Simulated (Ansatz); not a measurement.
# GeBH₄Cl (SMILES Cl[BH][GeH3]): a rigid scan of the bond length B2–Ge3

Aim: the energy along the bond length B2–Ge3, from CCSD(T) and from cheaper methods, relative to the minimum. All other internal coordinates keep their values.

Computed with Ansatz 0.2.0, Gaussian basis. Level: single points in def2-TZVPP.

Levels: PBE-D4, r2SCAN-D4, PBE0-D4, B3LYP-D4, wB97M-V, Hartree-Fock, MP2, CCSD, CCSD(T). The scan takes 1.859, 1.901, 1.961, 2.032, 2.111, 2.195, 2.285, 2.380, 2.479 Å.

Correlated methods freeze the cores. Filled d shells of the heavier atoms are correlated. B3LYP uses VWN-RPA correlation.

### Step 1. Where the work starts

The minimum, relaxed at PBE0-D4: SMILES `Cl[BH][GeH3]`, 7 atoms, charge 0, spin multiplicity 1.

Atoms are counted from 1 here; the program's logs count them from 0.

Bond lengths: Cl1–B2 1.738 Å, B2–Ge3 2.066 Å, B2–H4 1.193 Å, Ge3–H5 1.539 Å, Ge3–H6 1.539 Å, Ge3–H7 1.537 Å. Angles: Cl1–B2–Ge3 119.4°, Cl1–B2–H4 116.1°, Ge3–B2–H4 124.5°, B2–Ge3–H5 109.7°, B2–Ge3–H6 109.9°, B2–Ge3–H7 112.6°, H5–Ge3–H6 107.5°, H5–Ge3–H7 108.4°, H6–Ge3–H7 108.5°.

Coordinates:

```
Cl   -1.9760   -1.5239    0.0668
B    -0.2809   -1.1579    0.1805
Ge    0.3596    0.7832   -0.1175
H     0.4394   -2.0754    0.4300
H    -0.0280    1.2470   -1.5333
H    -0.3338    1.7240    0.8840
H     1.8810    0.9350    0.0438
```

Energies of the minimum (eV), from earlier single points: PBE-D4 -69768.25192, r2SCAN-D4 -69781.67983, PBE0-D4 -69771.03397, B3LYP-D4 -69785.41668, wB97M-V -69778.75589, CCSD(T) -69729.99673.

At the minimum the bond length B2–Ge3 is 2.066 Å.

### Step 2. B2–Ge3 = 1.859 Å

Input file ccsdt-tzvpp/in.yaml:

```yaml
crystal:
  periodic: [false, false, false]
  atoms:
    - {symbol: Cl, position_ang: [-1.975996, -1.523879, 0.066785]}
    - {symbol: B, position_ang: [-0.280894, -1.157897, 0.180494]}
    - {symbol: Ge, position_ang: [0.295498, 0.589019, -0.087719]}
    - {symbol: H, position_ang: [0.439379, -2.075382, 0.430030]}
    - {symbol: H, position_ang: [-0.092056, 1.052761, -1.503436]}
    - {symbol: H, position_ang: [-0.397842, 1.529747, 0.913858]}
    - {symbol: H, position_ang: [1.816885, 0.740762, 0.073664]}
basis:
  gaussian: {orbitals: def2-TZVPP}
correlation: {method: ccsd_t}
```

No record of the launch command was kept for these runs.

The runs that follow: B2–Ge3 = 1.901 Å; B2–Ge3 = 1.961 Å; B2–Ge3 = 2.032 Å; B2–Ge3 = 2.111 Å; B2–Ge3 = 2.195 Å; B2–Ge3 = 2.285 Å; B2–Ge3 = 2.380 Å; B2–Ge3 = 2.479 Å.

What does the calculation give? Wanted: highest point, CCSD(T); lowest point, CCSD(T); minimum along the scan, CCSD(T); RMS deviation from CCSD(T); largest T1 diagnostic.

The runs gave:

| quantity | value |
| --- | --- |
| highest point, CCSD(T) | 15.5 kcal/mol at 2.479 Å |
| lowest point, CCSD(T) | 0.0 kcal/mol at 2.066 Å |
| minimum along the scan, CCSD(T) | 2.070 Å |
| curvature there | 13.2 eV/Å² |
| RMS deviation from CCSD(T) | PBE-D4 0.8, r2SCAN-D4 0.5, PBE0-D4 0.3, B3LYP-D4 0.6, wB97M-V 0.5, Hartree-Fock 1.5, MP2 0.6, CCSD 0.1 kcal/mol |
| largest T1 diagnostic | 0.013 |

A polynomial through the near points puts the CCSD(T) minimum 0.004 Å above the PBE0-D4 value. It is steeper on the short side than on the long one. Curvature against CCSD(T): PBE-D4 -8 %, Hartree-Fock +1 %. The curve of CCSD lies nearest to CCSD(T), that of Hartree-Fock farthest.
